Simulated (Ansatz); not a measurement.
# FH6O2ScSi2: a ladder of functionals and wavefunction methods

One table from this session's results is given with a row withheld; the runs are named, their logs left out.

Computed with Ansatz 0.2.0, Gaussian basis. Level: functionals in def2-TZVPP, the program's frozen cores in correlated methods.

The runs, in order: LDA (SPW92), PBE-D4, revPBE-D4, BLYP-D4, r2SCAN-D4, B97M-V, PBE0-D4, B3LYP-D4, r2SCANh-D4, r2SCAN0-D4, HSE06-D4, BHLYP-D4, CAM-B3LYP-D4, LC-ωPBE, ωB97X-V, ωB97M-V, B2PLYP, PBE-QIDH; CCSD(T)/def2-SVP; CCSD(T)/def2-TZVPP; MP2/def2-QZVPP; extrapolation to the limit; RPA on PBE.

## Structure used throughout

All runs share one geometry, relaxed beforehand with PBE0-D4 in a triple-zeta def2 set.

SMILES `[F][Sc]([O][SiH3])[O][SiH3]`, 12 atoms, charge 0, spin multiplicity 1.

Atoms are counted from 1 here; the program's logs count them from 0.

Bond lengths: F1–Sc2 1.847 Å, Sc2–O3 1.884 Å, Sc2–O5 1.884 Å, O3–Si4 1.632 Å, Si4–H7 1.488 Å, Si4–H8 1.488 Å, Si4–H9 1.488 Å, O5–Si6 1.632 Å, Si6–H10 1.488 Å, Si6–H11 1.488 Å, Si6–H12 1.488 Å. Angles: F1–Sc2–O3 120.0°, F1–Sc2–O5 120.0°, O3–Sc2–O5 120.0°, Sc2–O3–Si4 178.1°, O3–Si4–H7 110.1°, O3–Si4–H8 110.6°, O3–Si4–H9 110.2°, H7–Si4–H8 108.7°, H7–Si4–H9 108.7°, H8–Si4–H9 108.6°, Sc2–O5–Si6 177.7°, O5–Si6–H10 110.2°, O5–Si6–H11 110.6°, O5–Si6–H12 110.1°, H10–Si6–H11 108.6°, H10–Si6–H12 108.7°, H11–Si6–H12 108.7°.

Set-up of the first run:

Contents of in.yaml:

```yaml
crystal:
  periodic: [false, false, false]
  atoms:
    - {symbol: F, position_ang: [-3.033726, 0.504801, -0.862930]}
    - {symbol: Sc, position_ang: [-1.279339, 0.217163, -0.363046]}
    - {symbol: O, position_ang: [-0.893054, -0.799104, 1.175876]}
    - {symbol: Si, position_ang: [-0.505624, -1.674814, 2.497659]}
    - {symbol: O, position_ang: [0.124155, 0.936126, -1.394524]}
    - {symbol: Si, position_ang: [1.383097, 1.528185, -2.247950]}
    - {symbol: H, position_ang: [0.176045, -2.934986, 2.094445]}
    - {symbol: H, position_ang: [-1.728162, -2.021474, 3.271451]}
    - {symbol: H, position_ang: [0.409289, -0.898472, 3.378299]}
    - {symbol: H, position_ang: [2.313192, 2.263983, -1.348565]}
    - {symbol: H, position_ang: [0.905848, 2.462761, -3.302550]}
    - {symbol: H, position_ang: [2.128290, 0.415842, -2.898154]}
basis:
  gaussian: {orbitals: def2-TZVPP}
hamiltonian: {xc: lda}
output: {orbitals: {seedname: orbitals}}
```

Launch:

```console
$ ansatz run in.yaml --threads 2 --pin off --events-out ev --progress --plain --max-ram 20480MiB --backend cpu
```

Among the steps run: LDA; PBE-D4 (GGA); revPBE-D4 (GGA); BLYP-D4 (GGA); r2SCAN-D4 (meta-GGA); B97M-V (meta-GGA); PBE0-D4 (hybrid); B3LYP-D4 (hybrid); r2SCANh-D4 (hybrid); r2SCAN0-D4 (hybrid); HSE06-D4 (hybrid); BHLYP-D4 (hybrid); CAM-B3LYP-D4 (range-separated); LC-ωPBE (range-separated); ωB97X-V (range-separated); ωB97M-V (range-separated); B2PLYP (double hybrid); PBE-QIDH (double hybrid).

One table of the session follows, with a row left open; its other results are not shown here.

It belongs to the step «Orbital energies across the functionals». 

```
  functional  HOMO (eV)  LUMO (eV)  gap (eV)
 LDA (SPW92)      -7.33      -3.41      3.92
      PBE-D4      -7.21      -3.20      4.01
   revPBE-D4      -7.16      -3.07      4.09
     BLYP-D4      -7.13      -3.23      3.90
   r2SCAN-D4      -7.56      -2.86      4.69
      B97M-V      -7.67      -3.10      4.57
     PBE0-D4      -8.64      -2.28      6.36
    B3LYP-D4      -8.44      -2.67      5.77
  r2SCANh-D4      -8.09      -2.53      5.56
  r2SCAN0-D4      -8.88      -2.05      6.83
    HSE06-D4          ?          ?         ?
    BHLYP-D4     -10.02      -1.60      8.42
CAM-B3LYP-D4     -10.07      -1.48      8.59
     LC-ωPBE     -11.40      -0.14     11.26
     ωB97X-V     -11.07      -0.35     10.72
     ωB97M-V     -10.94      -0.77     10.17
```

Q: Estimate the row for HSE06-D4 from the others.

As computed: HOMO (eV): -8.24; LUMO (eV): -2.65; gap (eV): 5.59. In the column «HOMO (eV)» it lies between B3LYP-D4 (-8.44) and r2SCANh-D4 (-8.09).
